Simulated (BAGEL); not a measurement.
# RI-MP2/6-31G(d) (density fitting with qzvpp-jkfit, spherical functions) run of C2H5FSi (SMILES CC[Si]F)

Aim: the energy change on altering one bond length of C2H5FSi at RI-MP2/6-31G* (density fitting with qzvpp-jkfit, spherical functions), from 2 runs. 

Program for the calculation: BAGEL 1.2.2.

## (1) The molecule

C2H5FSi has 9 atoms, charge 0, and is taken as a singlet. As SMILES, `CC[Si]F`. The shape is that of a PBE0-D4/def2-TZVP optimisation. This is one conformer, not always the lowest.

Bond lengths: C1–C2 1.523 Å, C2–Si3 1.891 Å, Si3–F4 1.621 Å, C1–H5 1.091 Å, C1–H6 1.093 Å, C1–H7 1.093 Å, C2–H8 1.106 Å, C2–H9 1.099 Å. Some angles: C1–C2–Si3 119.6°, C2–Si3–F4 100.1°, C1–C2–H8 110.7°, C1–C2–H9 112.0°, Si3–C2–H8 102.3°, Si3–C2–H9 107.2°, C2–C1–H5 111.2°, C2–C1–H6 111.9°, C2–C1–H7 111.2°, H8–C2–H9 103.6°.

## (2) A single-point energy at RI-MP2/6-31G(d) (density fitting with qzvpp-jkfit, spherical functions)

File mp2.json:

```json
{ "bagel": [

{
  "title": "molecule",
  "basis": "6-31gs.json",
  "df_basis": "qzvpp-jkfit",
  "angstrom": true,
  "geometry": [
    { "atom": "C", "xyz": [      -0.384800,       0.808200,      -0.298200 ] },
    { "atom": "C", "xyz": [       0.090700,      -0.249100,       0.690200 ] },
    { "atom": "Si", "xyz": [       1.193500,      -1.662100,       0.086400 ] },
    { "atom": "F", "xyz": [       0.886100,      -1.602100,      -1.503600 ] },
    { "atom": "H", "xyz": [      -0.878900,       0.351500,      -1.157400 ] },
    { "atom": "H", "xyz": [      -1.087300,       1.508200,       0.161100 ] },
    { "atom": "H", "xyz": [       0.453300,       1.392500,      -0.685300 ] },
    { "atom": "H", "xyz": [      -0.769100,      -0.791300,       1.126000 ] },
    { "atom": "H", "xyz": [       0.585000,       0.197700,       1.563800 ] }
  ]
},

{
  "title": "hf"
},

{
  "title": "mp2",
  "ncore": 8
}

]}
```

The basis set 6-31G* is read from a file made from the Basis Set Exchange's data (not shown).

On the command line:

```console
$ BAGEL_NUM_THREADS=1 BAGEL mp2.json > mp2.out
```

The program printed:

```text
* using 1 threads per process

  ===============================================================
  ===============================================================

  *** Geometry ***

  { "atom" : "C", "xyz" : [     -0.727167,      1.527277,     -0.563516 ] },
  { "atom" : "C", "xyz" : [      0.171398,     -0.470731,      1.304289 ] },
  { "atom" : "Si", "xyz" : [      2.255388,     -3.140914,      0.163272 ] },
  { "atom" : "F", "xyz" : [      1.674486,     -3.027530,     -2.841392 ] },
  { "atom" : "H", "xyz" : [     -1.660880,      0.664239,     -2.187169 ] },
  { "atom" : "H", "xyz" : [     -2.054699,      2.850085,      0.304435 ] },
  { "atom" : "H", "xyz" : [      0.856613,      2.631444,     -1.295029 ] },
  { "atom" : "H", "xyz" : [     -1.453388,     -1.495340,      2.127832 ] },
  { "atom" : "H", "xyz" : [      1.105490,      0.373599,      2.955154 ] },

  Number of auxiliary basis functions:      445

  Since a DF basis is specified, we compute 2- and 3-index integrals:
    o Being stored without compression. Storage requirement is 0.017 GB

  Number of basis functions:       70
  Number of electrons      :       40

    * METHOD: MOLECULE                             0.20

  *** RHF ***

  === Nuclear Repulsion ===
   156.5007983419

      * DIIS with orbital gradients will be used.

  === RHF iteration (6-31gs.json) ===
      0       -466.81946110          0.02120672           0.05
      1       -466.95168205          0.01289923           0.05
      2       -467.01066699          0.00173724           0.05
      3       -467.01242600          0.00059852           0.05
      4       -467.01260575          0.00011584           0.05
      5       -467.01262123          0.00002639           0.05
      6       -467.01262211          0.00000732           0.05
      7       -467.01262216          0.00000248           0.05
      8       -467.01262216          0.00000086           0.05
      9       -467.01262216          0.00000027           0.05
     10       -467.01262216          0.00000010           0.05
     11       -467.01262216          0.00000004           0.05
     12       -467.01262216          0.00000002           0.05
     13       -467.01262216          0.00000001           0.05
    * SCF iteration converged.

    * Permanent dipole moment:
           (    0.216664,    -0.353524,    -0.470992) a.u.

    * METHOD: HF                                   0.82

  *** RHF ***

  === Nuclear Repulsion ===
   156.5007983419

      * DIIS with orbital gradients will be used.

  === RHF iteration (6-31gs.json) ===
      0       -467.01262216          0.00000000           0.05
    * SCF iteration converged.

    * Permanent dipole moment:
           (    0.216663,    -0.353524,    -0.470992) a.u.

  === DF-MP2 calculation ===

    * freezing 8 orbitals
    * 3-index integral transformation done
    * assembly done

      MP2 correlation energy:   -0.5037393147      0.03

      MP2 total energy:       -467.5163614784

    * METHOD: MP2                                  0.14

  ===============================================================
```

Run time: 1.4 s. Hardware: 1 thread of Arm Neoverse V1, shared host; peak memory 0.094 GiB.

## (3) The distorted shape

File calc.json:

```json
{ "bagel": [

{
  "title": "molecule",
  "basis": "6-31gs.json",
  "df_basis": "qzvpp-jkfit",
  "angstrom": true,
  "geometry": [
    { "atom": "C", "xyz": [       0.303011,       1.241942,      -0.646825 ] },
    { "atom": "C", "xyz": [       0.778511,       0.184642,       0.341575 ] },
    { "atom": "Si", "xyz": [       1.881311,      -1.228358,      -0.262225 ] },
    { "atom": "F", "xyz": [       1.573911,      -1.168358,      -1.852225 ] },
    { "atom": "H", "xyz": [      -0.191089,       0.785242,      -1.506025 ] },
    { "atom": "H", "xyz": [      -0.399489,       1.941942,      -0.187525 ] },
    { "atom": "H", "xyz": [       1.141111,       1.826242,      -1.033925 ] },
    { "atom": "H", "xyz": [      -0.769100,      -0.791300,       1.126000 ] },
    { "atom": "H", "xyz": [       1.272811,       0.631442,       1.215175 ] }
  ]
},

{ "title": "hf" },

{ "title": "mp2", "ncore": 8 }

]}
```

The basis set 6-31G* is read from a file made from the Basis Set Exchange's data (not shown).

On the command line:

```console
$ BAGEL_NUM_THREADS=1 BAGEL calc.json > calc.out
```

The program printed:

```text
* using 1 threads per process

  ===============================================================
  ===============================================================

  *** Geometry ***

  { "atom" : "C", "xyz" : [      0.572608,      2.346930,     -1.222322 ] },
  { "atom" : "C", "xyz" : [      1.471173,      0.348923,      0.645483 ] },
  { "atom" : "Si", "xyz" : [      3.555163,     -2.321260,     -0.495533 ] },
  { "atom" : "F", "xyz" : [      2.974261,     -2.207877,     -3.500198 ] },
  { "atom" : "H", "xyz" : [     -0.361106,      1.483892,     -2.845975 ] },
  { "atom" : "H", "xyz" : [     -0.754925,      3.669739,     -0.354371 ] },
  { "atom" : "H", "xyz" : [      2.156387,      3.451097,     -1.953835 ] },
  { "atom" : "H", "xyz" : [     -1.453388,     -1.495340,      2.127832 ] },
  { "atom" : "H", "xyz" : [      2.405264,      1.193252,      2.296348 ] },

  Number of auxiliary basis functions:      445

  Since a DF basis is specified, we compute 2- and 3-index integrals:
    o Being stored without compression. Storage requirement is 0.017 GB

  Number of basis functions:       70
  Number of electrons      :       40

    * METHOD: MOLECULE                             0.20

  *** RHF ***

  === Nuclear Repulsion ===
   153.7684679574

      * DIIS with orbital gradients will be used.

  === RHF iteration (6-31gs.json) ===
      0       -466.68543771          0.02095383           0.05
      1       -466.81658683          0.01322787           0.05
      2       -466.88013005          0.00181996           0.05
      3       -466.88256022          0.00051108           0.05
      4       -466.88272190          0.00017187           0.05
      5       -466.88275409          0.00006248           0.05
      6       -466.88275837          0.00003006           0.05
      7       -466.88275958          0.00001100           0.05
      8       -466.88275979          0.00000329           0.05
      9       -466.88275980          0.00000115           0.05
     10       -466.88275981          0.00000052           0.05
     11       -466.88275981          0.00000023           0.05
     12       -466.88275981          0.00000009           0.05
     13       -466.88275981          0.00000003           0.05
     14       -466.88275981          0.00000002           0.05
     15       -466.88275981          0.00000001           0.05
    * SCF iteration converged.

    * Permanent dipole moment:
           (   -0.134465,    -0.682878,    -0.204581) a.u.

    * METHOD: HF                                   0.91

  *** RHF ***

  === Nuclear Repulsion ===
   153.7684679574

      * DIIS with orbital gradients will be used.

  === RHF iteration (6-31gs.json) ===
      0       -466.88275981          0.00000000           0.05
    * SCF iteration converged.

    * Permanent dipole moment:
           (   -0.134465,    -0.682878,    -0.204581) a.u.

  === DF-MP2 calculation ===

    * freezing 8 orbitals
    * 3-index integral transformation done
    * assembly done

      MP2 correlation energy:   -0.5149339619      0.03

      MP2 total energy:       -467.3976937687

    * METHOD: MP2                                  0.14

  ===============================================================
```

It took 1.4 s on 1 thread of Arm Neoverse V1, shared host; peak memory 0.094 GiB.

## (4) Outcome

Level: RI-MP2/6-31G* (density fitting with qzvpp-jkfit, spherical functions), 8 core orbitals frozen.

| quantity | value |
| --- | --- |
| first shape: total energy | -467.51636 Eh |
| first shape: correlation energy (8 core orbitals frozen) | -503.7 mEh |
| distorted shape: total energy | -467.39769 Eh |
| distorted shape: correlation energy (8 core orbitals frozen) | -514.9 mEh |
| energy change with the C2–H8 bond stretched from 1.106 to 1.991 Å | 3.229 eV |

One bond (distorted shape) is far stretched, which a spin-restricted single reference describes badly; perturbation theory on it can break down and give far too much correlation. With the C2–H8 bond stretched from 1.106 to 1.991 Å the energy rises by 3.23 eV (312 kJ/mol). The first shape isn't relaxed at this level, so the change isn't measured from a minimum. A restricted reference can't describe the breaking bond well at this length.
